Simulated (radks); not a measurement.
# Re⁴⁺ in [Xe] 4f14 5d2.5 6p0.5: an all-electron calculation

An exercise on one series of results from a longer session: the logs are not shown, and one member is left open.

Method: scalar-relativistic Kohn-Sham, BLYP, spin-unpolarised, spherical densities, finite nucleus. Code: radks (a radial shooting solver on a logarithmic mesh, Libxc functionals) version 1.

### Starting point

```
element            : rhenium (Z = 75)
charge             : +4
electrons          : 71
configuration      : [Xe] 4f14 5d2.5 6p0.5
nuclear rms radius : 5.3698 fm
```

Set-up of the first run:

Input:

```text
Z 75
configuration [Xe] 4f14 5d2.5 6p0.5
relativity scalar-relativistic
functional b88,lyp
spin unpolarised
nucleus finite rms 5.3698 fm
c 137.035999084
```

One of the session's tables, all rows but one given; the rest of the session is left out.

It belongs to the step «Shells». Sizes of the orbitals, from the radial functions (bohr):

```
level      <r>  outermost maximum (interpolated)  90 % within  nodes
   1s  0.01804                            0.0112       0.0329      0
   2s  0.07622                            0.0645        0.118      1
   2p  0.06834                            0.0530        0.111      0
   3s   0.1974                             0.182        0.289      2
   3p   0.1979                             0.180        0.296      1
   3d   0.1792                             0.147        0.278      0
   4s   0.4406                             0.413        0.632      3
   4p   0.4686                             0.433        0.681      2
   4d   0.4999                             0.443        0.749      1
   5s    1.026                             0.935         1.47      4
   5p    1.180                              1.05         1.71      3
   4f        ?                                 ?            ?      ?
   5d    1.583                              1.34         2.37      2
   6p    2.794                              2.60         3.96      4
```

Estimate the missing values for 4f.

The run gave: <r>: 0.5778; outermost maximum (interpolated): 0.416; 90 % within: 0.949; nodes: 0. In the column «<r>» it lies between 4d (0.4999) and 5s (1.026).
